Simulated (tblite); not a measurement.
# C4H10O2SSi2: the cost of one run

Programs: tblite 0.8.0 and PySCF 2.14.0, with density-fitted response routines of our own. Each step states its level of theory. These are calculated values for one molecule in the gas phase, unless marked as measured. Atoms are numbered from 0 throughout.

## (1) The molecule as given

19 atoms, charge 0, multiplicity 1; geometry from: force field or distance geometry start.

Bonds of the start (Å): C0–S1 1.80, S1–Si2 2.11, Si2–C3 1.88, C3–C4 1.47, C4–O5 1.21, C3–C6 1.51, C6–O7 1.40, O7–Si8 1.73, C6–Si2 1.85, C0–H9 1.11, C0–H10 1.12, C0–H11 1.09, Si2–H12 1.46, C3–H13 1.12, C4–H14 1.11, C6–H15 1.10, Si8–H16 1.47, Si8–H17 1.47, Si8–H18 1.48.

## (2) Relaxing the molecule with GFN2-xTB

The job: settings as JSON, then the geometry in Å.

```
{"job": {"kind": "relax", "xc": "GFN2-xTB", "basis": "xTB"}, "charge": 0, "multiplicity": 1}
C      3.777300    -1.023300     0.076500
S      2.233300    -0.624100     0.908900
Si     0.836500     0.467300    -0.240200
C     -0.566800     1.102900     0.845000
C     -0.849900     2.530200     0.663800
O     -1.097100     3.316800     1.553500
C     -0.971600     0.079900    -0.183500
O     -1.344000    -1.196500     0.251400
Si    -2.797200    -1.594300    -0.593600
H      3.637300    -2.040200    -0.354400
H      4.562200    -1.119500     0.871300
H      4.060200    -0.305900    -0.689600
H      1.276200     1.316900    -1.338600
H     -0.588100     0.773700     1.911900
H     -0.835500     2.902000    -0.385100
H     -1.684500     0.497100    -0.913600
H     -2.785700    -2.959700    -1.126200
H     -2.990100    -0.622000    -1.679000
H     -3.882400    -1.492200     0.413900
```

Run with:

```
$ OMP_NUM_THREADS=1 python probes_run.py task.json out
```

The driver reads the jobs from task.json and runs them one after another.

Q: Estimate the wall time of this first job on 1 thread of Arm Neoverse N1, shared host.

About 4.9 s.
